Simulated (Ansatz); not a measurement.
# BGeCl (singlet): from Hartree-Fock to the top rungs, cc-pVDZ

One table from this session's results is given with a row withheld; the runs are named, their logs left out.

Method: cc-pVDZ, core rule «outside noble gas», up to 20 orbitals frozen; program: Ansatz 0.2.0, Gaussian basis.

The runs, in order: UHF; CCSD(T) on RHF; CCSD(T) on UHF; BCCD(T) on RHF; CISD; CCSDT(Q) on RHF; CCSDT(Q) on UHF; CASSCF and MRCISD+Q, 12 electrons in 11 orbitals; CASSCF and NEVPT2, 12 electrons in 11 orbitals.

26 further runs of the same task are left out: 15 that didn't finish, 11 set aside as unsound or not needed.

## The system

The geometry is a PBE0/def2-TZVP stationary point (not a proven minimum) of the parent state, kept for this charge and spin. No spin-orbit coupling is included. The filled d shell of Ge may be among the frozen orbitals whatever the setting's name suggests; the logs give the count.

3 atoms, charge 0, spin multiplicity 1.

Atoms are counted from 1 here; the program's logs count them from 0.

Bond lengths: Cl1–B2 1.692 Å, B2–Ge3 1.952 Å. Angles: Cl1–B2–Ge3 180.0°.

Set-up of the first run:

Contents of in.yaml:

```yaml
crystal:
  periodic: [false, false, false]
  atoms:
    - {symbol: Cl, position_ang: [0.000000, 0.000000, -1.778800]}
    - {symbol: B, position_ang: [0.000000, 0.000000, -0.086600]}
    - {symbol: Ge, position_ang: [0.000000, 0.000000, 1.865400]}
basis:
  gaussian: {orbitals: cc-pVDZ}
magnetization: {spin_polarized: true, initial_magnetization: 0}
hamiltonian: {xc: hf}
output: {orbitals: {seedname: orbitals}}
```

Started as:

```bash
$ ansatz run in.yaml --threads 1 --pin off --events-out ev --progress --plain --max-ram 2393MiB
```

Among the steps run: UHF; CCSD(T) on RHF; CCSD(T) on UHF; BCCD(T) on RHF; CISD; CCSDT(Q) on RHF; CCSDT(Q) on UHF; CASSCF and MRCISD+Q, 12 electrons in 11 orbitals; CASSCF and NEVPT2, 12 electrons in 11 orbitals.

One of the session's tables, all rows but one given; the rest of the session is left out.

It belongs to the step «Misses and costs». 

```
          method  from RCCSDT(Q) (meV)
             RHF               +8875.7
             UHF               +8014.5
            RMP2               +1470.8
            UMP2                +951.2
            CISD               +1457.9
           RCCSD                +492.4
           UCCSD                 +36.8
        RCCSD(T)                +164.7
        UCCSD(T)                -286.2
         BCCD(T)                +162.0
          RCCSDT                 +78.9
          UCCSDT                -458.8
       RCCSDT(Q)                     0
       UCCSDT(Q)                -553.1
  CASSCF valence               +6152.7
  NEVPT2 valence               +1393.1
  MRCISD valence                +720.5
MRCISD+Q valence                     ?
```

**Question.** Estimate the row for MRCISD+Q valence.

**Answer.** from RCCSDT(Q) (meV): +205.4. In the column «from RCCSDT(Q) (meV)» it lies between RCCSD(T) (+164.7) and RCCSD (+492.4).

The program flags UCCSD(T), RCCSDT(Q), UCCSDT(Q) as in doubt (see the logs), so the zero of the table is itself unsure.

To keep in mind: The determinant is far from a pure spin state, so its energy mixes those of several spin states (harmless only where they are near-degenerate, as at dissociation). The report flags that the cluster equations may have other roots. The program flags UCCSD(T), RCCSDT(Q), UCCSDT(Q) as in doubt, so the zero of the table is itself unsure. Warnings: restricted reference is unstable; spin contamination. Restricted and unrestricted rows rest on different reference determinants; where their highest levels disagree by more than a few hundredths of an eV, they describe different states and don't form one ladder.
